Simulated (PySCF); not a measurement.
**CH2NOSi (SMILES O=C=N[SiH2]) at U-wB97X-V/aug-pc-1 (nlc grid 1)**

What is the vertical ionisation energy of CH2NOSi at U-wB97X-V/aug-pc-1 (nlc grid 1)? 

The results are computed with PySCF 2.14.0.

## (1) Starting point

CH2NOSi has 6 atoms, charge 0, and is taken as a doublet. As SMILES, `O=C=N[SiH2]`. The shape is that of a PBE0-D4/def2-TZVP optimisation.

Bond lengths: O1–C2 1.164 Å, C2–N3 1.195 Å, N3–Si4 1.706 Å, Si4–H5 1.486 Å, Si4–H6 1.486 Å. Angles: O1–C2–N3 178.3°, C2–N3–Si4 162.2°, N3–Si4–H5 108.6°, N3–Si4–H6 108.6°, H5–Si4–H6 111.4°.

## (2) A single-point energy at U-wB97X-V/aug-pc-1 (nlc grid 1)

File input.py:

```python
# O=C=N[SiH2]
from pyscf import gto, dft

mol = gto.Mole()
mol.atom = '''
O      1.089700    -2.025700     1.610400
C      0.648500    -1.177800     0.945400
N      0.216300    -0.284900     0.279200
Si    -0.683300     0.591600    -0.875300
H      0.261300     1.214200    -1.839100
H     -1.490500     1.618700    -0.166800
'''
mol.max_memory = 1860
mol.charge = 0
mol.spin = 1
mol.verbose = 4
mol.basis = 'aug-pc-1'
mol.build()

ks = dft.UKS(mol)
ks.xc = 'wb97x-v'
ks.nlcgrids.level = 1
ks.grids.level = 4
ks.conv_tol = 1e-10
ks.kernel()
if not ks.converged:
    ks = ks.newton().run(ks.mo_coeff, ks.mo_occ)

e_final = ks.e_tot
print('E(%s) = %.9f' % ('WB97X-V', e_final))
```

Launch:

```
$ OMP_NUM_THREADS=1 python input.py
```

Output:

```text
PySCF version 2.14.0

[... 119 lines left out ...]
converged SCF energy = -458.633155873179  <S^2> = 0.75240397  2S+1 = 2.0024025
E(WB97X-V) = -458.633155873
```

Run time: 94 s. Hardware: 1 thread of Arm Neoverse V1, shared host; peak memory 0.61 GiB.

## (3) The singlet cation, same level

File run.py:

```python
from pyscf import gto, dft

mol = gto.Mole()
mol.atom = '''
O      1.089700    -2.025700     1.610400
C      0.648500    -1.177800     0.945400
N      0.216300    -0.284900     0.279200
Si    -0.683300     0.591600    -0.875300
H      0.261300     1.214200    -1.839100
H     -1.490500     1.618700    -0.166800
'''
mol.charge = 1
mol.basis = 'aug-pc-1'
mol.spin = 0
mol.max_memory = 1860
mol.verbose = 4
mol.build()

mf = dft.RKS(mol)
mf.xc = 'wb97x-v'
mf.conv_tol = 1e-10
mf.nlcgrids.level = 1
mf.grids.level = 4
mf.kernel()
if not mf.converged:
    mf = mf.newton().run(mf.mo_coeff, mf.mo_occ)

energy = mf.e_tot
print(f'total energy: {energy:.8f} hartree')
```

Launch:

```
$ OMP_NUM_THREADS=1 python run.py
```

Output:

```text
PySCF version 2.14.0

[... 89 lines left out ...]
converged SCF energy = -458.318846179502
total energy: -458.31884618 hartree
```

Run time: 72 s. Hardware: 1 thread of Arm Neoverse V1, shared host; peak memory 0.6 GiB.

## (4) Outcome

At U-wB97X-V/aug-pc-1 (nlc grid 1):

| quantity | value |
| --- | --- |
| doublet CH2NOSi: total energy | -458.63316 Eh |
| doublet CH2NOSi: dipole moment | 1.89 D |
| doublet CH2NOSi: HOMO energy (highest over α and β) | -8.50 eV |
| doublet CH2NOSi: LUMO energy (lowest over α and β) | -1.10 eV |
| doublet CH2NOSi: ⟨S²⟩ | 0.752 |
| singlet cation: total energy | -458.31885 Eh |
| singlet cation: HOMO energy | -17.01 eV |
| singlet cation: LUMO energy | -8.51 eV |
| singlet cation: HOMO–LUMO gap | 8.50 eV |
| vertical ionisation energy (to the singlet cation) | 8.553 eV |

What this shows: Removing an electron at fixed nuclei costs 8.55 eV (197 kcal/mol). Only the singlet of the ionised species was computed; a triplet could lie lower.
